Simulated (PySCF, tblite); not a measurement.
# C₈H₁₀OSi: excited states

Aim: compute the excited states of C₈H₁₀OSi (`Cc1ccc([SiH3])cc1C=O`).

Programs: tblite 0.8.0 and PySCF 2.14.0, with routines of our own; each step states its level. All values are computed. Atoms count from 0.

## Step 1: The system as given

20 atoms, charge 0, multiplicity 1; geometry from: force field or distance geometry start.

## Step 2: Relaxing the molecule with GFN2-xTB

The job: settings as JSON, then the geometry in Å.

```
{"job": {"kind": "relax", "xc": "GFN2-xTB", "basis": "xTB"}, "charge": 0, "multiplicity": 1}
C     -2.777500    -0.304500     0.053300
C     -1.292300    -0.271200    -0.039800
C     -0.619700    -1.405100    -0.492500
C      0.748900    -1.414700    -0.598800
C      1.439200    -0.292000    -0.199300
Si     3.270800    -0.334000    -0.340800
C      0.812800     0.854100     0.259300
C     -0.561500     0.865000     0.357400
C     -1.229300     2.050500     0.846100
O     -2.482100     2.167300     0.970700
H     -3.237200     0.469700    -0.589900
H     -3.141700    -0.073300     1.101100
H     -3.186100    -1.325900    -0.139600
H     -1.173600    -2.300200    -0.802700
H      1.214700    -2.307400    -0.954700
H      3.930100     0.306500     0.824300
H      3.806200    -1.712700    -0.420000
H      3.661500     0.435500    -1.518900
H      1.404000     1.713200     0.555800
H     -0.592300     2.889900     1.125900
```

The run is started by

```sh
$ OMP_NUM_THREADS=1 python excited_run.py task.json out
```

The driver reads the jobs from task.json and runs them one after another.

The log of the run:

```text
step      E/eV     max force
  0    -761.34666    3.853
  1    -761.49693    4.070
  2    -761.62159    0.694
  3    -761.65081    0.379
  4    -761.68112    0.274
  5    -761.69140    0.219
  6    -761.70052    0.145
  7    -761.70367    0.142
  8    -761.70765    0.147
  9    -761.71234    0.159
 10    -761.71710    0.141
 11    -761.72018    0.129
 12    -761.72191    0.105
 13    -761.72301    0.078
 14    -761.72387    0.064
 15    -761.72449    0.052
 16    -761.72494    0.044
 17    -761.72524    0.038
 18    -761.72542    0.027
 19    -761.72553    0.024
 20    -761.72565    0.027
 21    -761.72578    0.030
 22    -761.72590    0.028
 23    -761.72600    0.021
 24    -761.72608    0.023
 25    -761.72618    0.025
 26    -761.72630    0.028
 27    -761.72642    0.024
 28    -761.72653    0.023
 29    -761.72661    0.021
 30    -761.72666    0.018
 31    -761.72670    0.016
 32    -761.72673    0.014
 33    -761.72677    0.015
 34    -761.72682    0.022
 35    -761.72687    0.020
 36    -761.72690    0.014
 37    -761.72693    0.015
 38    -761.72697    0.014
 39    -761.72701    0.013
 40    -761.72703    0.012
 41    -761.72705    0.011
 42    -761.72706    0.010
```

Wall time 0.59 s (1 thread of Arm Neoverse N1, shared host); peak memory 0.18 GiB.

Along the way: (not every step is listed)

| step | energy from step 0 (eV) | largest force (eV/Å) |
| --- | --- | --- |
| 0 | 0.0000 | 3.8534 |
| 1 | -0.1503 | 4.0704 |
| 2 | -0.2749 | 0.6944 |
| 3 | -0.3041 | 0.3793 |
| 4 | -0.3345 | 0.2739 |
| 5 | -0.3447 | 0.2194 |
| 6 | -0.3539 | 0.1451 |
| 7 | -0.3570 | 0.1423 |
| 8 | -0.3610 | 0.1470 |
| 10 | -0.3704 | 0.1407 |
| 12 | -0.3752 | 0.1055 |
| 14 | -0.3772 | 0.0643 |
| 16 | -0.3783 | 0.0441 |
| 18 | -0.3788 | 0.0272 |
| 20 | -0.3790 | 0.0266 |
| 22 | -0.3792 | 0.0283 |
| 24 | -0.3794 | 0.0234 |
| 26 | -0.3796 | 0.0275 |
| 28 | -0.3799 | 0.0230 |
| 30 | -0.3800 | 0.0178 |
| 32 | -0.3801 | 0.0142 |
| 34 | -0.3802 | 0.0222 |
| 36 | -0.3802 | 0.0141 |
| 37 | -0.3803 | 0.0152 |
| 38 | -0.3803 | 0.0140 |
| 39 | -0.3803 | 0.0133 |
| 40 | -0.3804 | 0.0116 |
| 41 | -0.3804 | 0.0106 |
| 42 | -0.3804 | 0.0102 |

Distances of close pairs at the start and the end, largest changes first:

| bond | before (Å) | after (Å) | change (Å) |
| --- | --- | --- | --- |
| C8–O9 | 1.264 | 1.206 | -0.058 |
| C4–Si5 | 1.838 | 1.888 | +0.051 |
| C0–H11 | 1.133 | 1.089 | -0.044 |
| C0–H12 | 1.117 | 1.088 | -0.029 |
| C8–H19 | 1.090 | 1.111 | +0.021 |
| Si5–H15 | 1.484 | 1.464 | -0.020 |
| C6–C7 | 1.378 | 1.396 | +0.019 |
| C7–C8 | 1.446 | 1.464 | +0.018 |

The final coordinates are the input of the step that follows.

## Step 3: Infrared spectrum with GFN2-xTB

The job: settings as JSON, then the geometry in Å.

```
{"job": {"kind": "ir", "xc": "GFN2-xTB", "basis": "xTB"}, "charge": 0, "multiplicity": 1}
C     -2.836642    -0.328867     0.072117
C     -1.348841    -0.302980    -0.018803
C     -0.655084    -1.414618    -0.480831
C      0.723335    -1.417403    -0.576669
C      1.479051    -0.305763    -0.208591
Si     3.362371    -0.291299    -0.343900
C      0.788758     0.803609     0.253017
C     -0.603738     0.830856     0.353643
C     -1.228064     2.057849     0.850929
O     -2.406538     2.275885     0.989744
H     -3.267048     0.438649    -0.570053
H     -3.160239    -0.101640     1.086605
H     -3.224486    -1.302022    -0.220524
H     -1.210135    -2.295962    -0.770926
H      1.225639    -2.301313    -0.943680
H      3.911186     0.359218     0.847497
H      3.835755    -1.672807    -0.438350
H      3.749315     0.455420    -1.544068
H      1.342047     1.685310     0.548832
H     -0.481791     2.838557     1.110975
```

The log of the run:

```text
mode    cm-1     km/mol
  1      19.5      0.15
  2      83.9      4.08
  3      93.8      1.29
  4     151.3      0.19
  5     157.4      0.72
  6     204.7      6.84
  7     248.1      4.90
  8     270.7      1.27
  9     357.9      9.10
 10     374.5      0.41
 11     391.1      0.98
 12     417.2      1.84
 13     475.1      9.75
 14     549.3     65.44
 15     570.5     74.07
 16     621.9      6.60
 17     672.4      5.81
 18     697.5     15.74
 19     773.5    103.14
 20     775.3    172.35
 21     783.0    157.64
 22     791.2    422.70
 23     806.2      2.32
 24     885.6      0.07
 25     896.9     68.80
 26     921.6      1.29
 27     932.9      0.11
 28    1013.9      0.17
 29    1020.2     12.63
 30    1143.0     52.76
 31    1160.5      6.55
 32    1218.6     24.01
 33    1249.3     21.95
 34    1268.7     12.49
 35    1321.0      5.95
 36    1375.7      9.41
 37    1402.5     16.86
 38    1414.7     35.97
 39    1457.4      3.97
 40    1465.5      0.68
 41    1482.8     30.73
 42    1547.9     43.00
 43    1590.2     82.10
 44    1738.5    411.50
 45    2248.4    345.93
 46    2259.9    246.01
 47    2266.0    283.23
 48    2727.4    135.59
 49    3010.2      7.04
 50    3031.3      4.37
 51    3034.8     26.91
 52    3053.7     31.55
 53    3064.7     20.25
 54    3076.5     53.01
```

Wall time 1.5 s (1 thread of Arm Neoverse N1, shared host); peak memory 0.18 GiB.

The strongest bands and the atoms that carry them (share of the mass-weighted mode):

| cm⁻¹ | km/mol | atoms |
| --- | --- | --- |
| 775 | 172.3 | H16 49 %, H15 35 % |
| 783 | 157.6 | H17 54 %, H15 25 %, H16 15 % |
| 791 | 422.7 | H15 25 %, H16 24 %, H17 22 % |
| 1738 | 411.5 | C8 60 %, O9 38 % |
| 2248 | 345.9 | H17 95 % |
| 2260 | 246.0 | H15 95 % |
| 2266 | 283.2 | H16 96 % |
| 2727 | 135.6 | H19 94 % |

## Step 4: Excited states: TDA CAM-B3LYP/def2-SVP

The job, as its differences from that of step 3:

```diff
@@ -1,2 +1,2 @@
-{"job": {"kind": "ir", "xc": "GFN2-xTB", "basis": "xTB"}, "charge": 0, "multiplicity": 1}
+{"job": {"kind": "states", "xc": "CAM-B3LYP", "basis": "def2-SVP", "tda": true, "soc": true, "nstates": 5, "ntriplets": 4, "nquad": 4}, "charge": 0, "multiplicity": 1}
 C     -2.836642    -0.328867     0.072117
```

Method: TDA CAM-B3LYP/def2-SVP excited states, vertical, gas phase, spin-orbit mean-field couplings.

The log of the run:

```text
coarse grid: 17600 points
cycle   1  E = -674.7319239799  dE =  1.840e+00  |g| = 8.157e-01  |ddm| = 5.359e+00
cycle   2  E = -674.5015874341  dE =  2.303e-01  |g| = 1.403e+00  |ddm| = 2.905e+00
cycle   3  E = -674.8784617645  dE = -3.769e-01  |g| = 8.565e-02  |ddm| = 1.994e+00
cycle   4  E = -674.8800059128  dE = -1.544e-03  |g| = 5.217e-02  |ddm| = 1.662e-01
cycle   5  E = -674.8806995614  dE = -6.936e-04  |g| = 1.121e-02  |ddm| = 8.178e-02
cycle   6  E = -674.8807301585  dE = -3.060e-05  |g| = 4.881e-03  |ddm| = 1.949e-02
cycle   7  E = -674.8807377362  dE = -7.578e-06  |g| = 1.343e-03  |ddm| = 9.448e-03
final grid: 166520 points
cycle   8  E = -675.0007245537  dE = -3.611e-05  |g| = 3.754e-03  |ddm| = 3.616e-02
cycle   9  E = -675.0007240511  dE =  5.027e-07  |g| = 4.394e-03  |ddm| = 1.051e-02
cycle  10  E = -675.0007283457  dE = -4.295e-06  |g| = 8.440e-04  |ddm| = 5.489e-03
cycle  11  E = -675.0007284846  dE = -1.389e-07  |g| = 2.190e-04  |ddm| = 1.009e-03
cycle  12  E = -675.0007284956  dE = -1.097e-08  |g| = 9.604e-05  |ddm| = 4.147e-04
cycle  13  E = -675.0007284983  dE = -2.724e-09  |g| = 2.284e-05  |ddm| = 1.363e-04
cycle  14  E = -675.0007284985  dE = -2.706e-10  |g| = 1.117e-05  |ddm| = 6.243e-05
converged SCF energy = -675.0007284985

Singlet excitations
state   eV       nm        f     d(h-e)  d(exc)  Lambda  PR(NTO)  |dmu|/D   mu/D   main configurations
  1   3.8662   320.7   0.00006   1.018   2.581   0.452   1.006    2.622    0.388   H-1->L 0.87, H-1->L+3 0.09
  2   5.0029   247.8   0.03705   0.650   3.069   0.696   1.559    1.755    4.091   H->L 0.64, H-2->L+1 0.16, H-2->L 0.12
  3   5.7559   215.4   0.16961   0.560   3.016   0.731   1.470    1.495    3.848   H-2->L 0.58, H->L 0.19, H->L+1 0.18
  4   6.4462   192.3   0.00054   2.530   3.891   0.221   1.062    6.690    4.327   H-1->L+1 0.91
  5   6.5443   189.5   0.00140   1.207   3.362   0.393   1.122                     H-3->L 0.88

Triplet excitations (Tamm-Dancoff)
state   eV     d(h-e)  d(exc)  Lambda  PR(NTO)   main configurations
  1   3.2970   0.934   2.480   0.449   1.006   H-1->L 0.84, H-1->L+3 0.11
  2   3.6563   0.220   2.761   0.715   1.371   H->L 0.42, H-2->L 0.39, H->L+1 0.10
  3   4.1804   0.674   2.940   0.706   1.046   H->L 0.49, H-2->L 0.41
  4   4.5343   0.202   2.770   0.764   1.393   H->L+1 0.70, H-2->L 0.12, H-2->L+1 0.10
S1 - T1 = 0.5691 eV

Spin-orbit couplings |<S|Hso|T>| (cm-1)
             T1       T2       T3       T4
S0       51.104    0.261    0.377    0.121
S1        0.113   16.888    4.188    9.336
S2        2.614    0.076    0.036    0.054
S3       15.044    0.137    0.097    0.033
S4        1.592    0.949    2.295    2.042
S5        8.645    3.065    1.485    1.716
T1 sublevels (cm-1): 0.000 0.003 0.197   radiative rates (1/s): 0.037 0.0375 644
```

It took 89 s on 1 thread of Arm Neoverse N1, shared host; peak memory 0.93 GiB.

Key values:

| quantity | value |
| --- | --- |
| S1 less T1 | 0.57 eV |

## Step 5: Outcome

| quantity | value |
| --- | --- |
| strongest single infrared mode (GFN2-xTB) | 791 cm⁻¹, 423 km/mol |
| zero-point energy (GFN2-xTB) | 92.3 kcal/mol |
| S1 less T1 (step 4, TDA CAM-B3LYP/def2-SVP) | 0.57 eV |

All 54 modes are real, so the xTB geometry is a minimum. The strongest single mode, at 791 cm⁻¹, has its largest shares on H15, H16 and H17 (the list is cut at 3 atoms). Unscaled tight-binding wavenumbers are off by several per cent, some by more. Its intensities can rank the bands wrongly. In step 4, the number of triplets below S1 is 2, and the largest singlet-triplet spin-orbit coupling is S0–T1, 51.10 cm⁻¹.
